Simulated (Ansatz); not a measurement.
# C2H7GaSe: the cost of one run

Computed with Ansatz 0.2.0, Gaussian basis. Level: the settings change from run to run.

### Step 1. The molecule

The structure was relaxed beforehand with PBE0-D4 in a triple-zeta def2 set.

11 atoms, charge 0, spin multiplicity 1.

Atoms are counted from 1 here; the program's logs count them from 0.

Bond lengths: C1–Ga2 1.965 Å, C1–H5 1.092 Å, C1–H6 1.090 Å, C1–H7 1.093 Å, Ga2–Se3 2.321 Å, Ga2–H8 1.565 Å, Se3–C4 1.961 Å, C4–H9 1.087 Å, C4–H10 1.088 Å, C4–H11 1.088 Å. Angles: Ga2–C1–H5 110.4°, Ga2–C1–H6 111.6°, Ga2–C1–H7 110.0°, H5–C1–H6 108.8°, H5–C1–H7 107.4°, H6–C1–H7 108.6°, C1–Ga2–Se3 118.4°, C1–Ga2–H8 126.8°, Se3–Ga2–H8 114.7°, Ga2–Se3–C4 100.0°, Se3–C4–H9 110.5°, Se3–C4–H10 106.7°, Se3–C4–H11 110.5°, H9–C4–H10 109.4°, H9–C4–H11 110.3°, H10–C4–H11 109.4°.

Geometry (Å):

```xyz
11
charge 0, multiplicity 1
C    -1.4708    0.8787    0.0765
Ga   -0.6031   -0.2349    1.4431
Se    1.4102   -1.2624    0.9167
C     1.6416   -0.6315   -0.9253
H    -1.6327    0.3020   -0.8371
H    -2.4305    1.2632    0.4232
H    -0.8286    1.7250   -0.1800
H    -1.1235   -0.5176    2.8921
H     1.7077    0.4537   -0.9503
H     2.5747   -1.0593   -1.2873
H     0.8205   -0.9738   -1.5509
```

### Step 2. B3LYP5/cc-pVTZ

Set apart from the defaults: atoms shaken by 0.15 Å, density fitting with def2-universal-jkfit, finite nuclei, a point charge of 0.50 e beside it.

Input file in.yaml:

```yaml
crystal:
  periodic: [false, false, false]
  atoms:
    - {symbol: C, position_ang: [-1.551879, 1.043218, -0.064369]}
    - {symbol: Ga, position_ang: [-0.630633, -0.282750, 1.488728]}
    - {symbol: Se, position_ang: [1.279557, -1.385977, 0.754952]}
    - {symbol: C, position_ang: [1.429198, -0.401294, -0.916550]}
    - {symbol: H, position_ang: [-1.626379, 0.455033, -0.903230]}
    - {symbol: H, position_ang: [-2.332733, 1.537656, 0.474120]}
    - {symbol: H, position_ang: [-0.976348, 1.500724, 0.056040]}
    - {symbol: H, position_ang: [-1.075274, -0.531222, 2.755001]}
    - {symbol: H, position_ang: [1.734124, 0.400031, -0.907033]}
    - {symbol: H, position_ang: [2.720573, -1.022119, -1.421693]}
    - {symbol: H, position_ang: [0.648726, -1.078714, -1.614185]}
basis:
  gaussian: {orbitals: cc-pVTZ, fitting: {mean_field: def2-universal-jkfit}, nuclear_model: gaussian, point_charges: [{charge: 0.50, position_ang: [6.975, -0.097, 0.018]}]}
hamiltonian: {xc: {name: B3LYP5}}
```

Started as:

```bash
ansatz run in.yaml --threads 4 --pin off --events-out ev --progress --plain --max-ram 10444MiB
```

Q: Estimate wall time and peak memory on 4 threads of Arm Neoverse V2, shared host.

About 3.5 s, with a peak of 0.55 GiB.
